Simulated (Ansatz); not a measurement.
# C4H9AlF2: basis-set convergence

The task here is to estimate one member of a computed series from the others.

Program: Ansatz 0.2.0, Gaussian basis. Level of theory: one geometry, several basis sets. These are calculated values, not measurements.

Plan: PBE0-D4/def2-SVP; ωB97M-V/def2-SVP; PBE0-D4/def2-QZVPP; ωB97M-V/def2-QZVPP; the functionals' def2-TZVPP values are taken from earlier runs.

### Structure used throughout

The geometry comes from an earlier relaxation with PBE0-D4 in a triple-zeta def2 set; it is a stationary point, not always the lowest conformer.

16 atoms, charge 0, spin multiplicity 1.

Atoms are counted from 1 here; the program's logs count them from 0.

Bond lengths: C1–C2 1.523 Å, C1–H8 1.093 Å, C1–H9 1.093 Å, C1–H10 1.095 Å, C2–C3 1.522 Å, C2–C4 1.532 Å, C2–H11 1.097 Å, C3–H12 1.096 Å, C3–H13 1.095 Å, C3–H14 1.093 Å, C4–Al5 1.938 Å, C4–H15 1.098 Å, C4–H16 1.098 Å, Al5–F6 1.645 Å, Al5–F7 1.646 Å. Angles: C2–C1–H8 111.4°, C2–C1–H9 111.3°, C2–C1–H10 110.6°, H8–C1–H9 108.0°, H8–C1–H10 107.8°, H9–C1–H10 107.7°, C1–C2–C3 110.7°, C1–C2–C4 111.1°, C1–C2–H11 108.0°, C3–C2–C4 110.9°, C3–C2–H11 107.7°, C4–C2–H11 108.3°, C2–C3–H12 111.7°, C2–C3–H13 110.7°, C2–C3–H14 111.6°, H12–C3–H13 108.1°, H12–C3–H14 106.9°, H13–C3–H14 107.6° and more.

Set-up of the first run:

The input, in.yaml:

```yaml
crystal:
  periodic: [false, false, false]
  atoms:
    - {symbol: C, position_ang: [0.082369, -1.936692, 0.096093]}
    - {symbol: C, position_ang: [0.368228, -0.441516, 0.137698]}
    - {symbol: C, position_ang: [0.793355, 0.064465, -1.233743]}
    - {symbol: C, position_ang: [-0.844840, 0.337494, 0.657046]}
    - {symbol: Al, position_ang: [-0.582153, 2.254388, 0.767593]}
    - {symbol: F, position_ang: [-1.829317, 3.322115, 0.664246]}
    - {symbol: F, position_ang: [0.910142, 2.910100, 0.999184]}
    - {symbol: H, position_ang: [0.956256, -2.500478, -0.241330]}
    - {symbol: H, position_ang: [-0.201924, -2.313234, 1.081640]}
    - {symbol: H, position_ang: [-0.741079, -2.151498, -0.592469]}
    - {symbol: H, position_ang: [1.204714, -0.276318, 0.827736]}
    - {symbol: H, position_ang: [1.095032, 1.118068, -1.201624]}
    - {symbol: H, position_ang: [-0.025415, -0.033546, -1.954102]}
    - {symbol: H, position_ang: [1.645677, -0.497613, -1.622664]}
    - {symbol: H, position_ang: [-1.713478, 0.152759, 0.011271]}
    - {symbol: H, position_ang: [-1.140565, -0.031192, 1.647726]}
basis:
  gaussian: {orbitals: def2-SVP}
hamiltonian: {xc: pbe0, dispersion: d4}
output: {orbitals: {seedname: orbitals}}
```

Run with:

```
$ ansatz run in.yaml --threads 4 --pin off --events-out ev --progress --plain --max-ram 11315MiB
```

Steps of the session up to this table: PBE0-D4 in def2-SVP; ωB97M-V in def2-SVP; PBE0-D4 in def2-QZVPP; ωB97M-V in def2-QZVPP.

One table of the session follows, with a row left open; its other results are not shown here.

It belongs to the step «Functionals by basis». 

```
functional       basis  HOMO (eV)
   PBE0-D4    def2-SVP      -8.41
   PBE0-D4  def2-TZVPP          ?
   PBE0-D4  def2-QZVPP      -8.45
   ωB97M-V    def2-SVP     -10.64
   ωB97M-V  def2-TZVPP     -10.68
   ωB97M-V  def2-QZVPP     -10.69
```

Estimate the missing values for PBE0-D4, def2-TZVPP.

The run gave: HOMO (eV): -8.44. In the column «HOMO (eV)» it lies between PBE0-D4, def2-QZVPP (-8.45) and PBE0-D4, def2-SVP (-8.41).
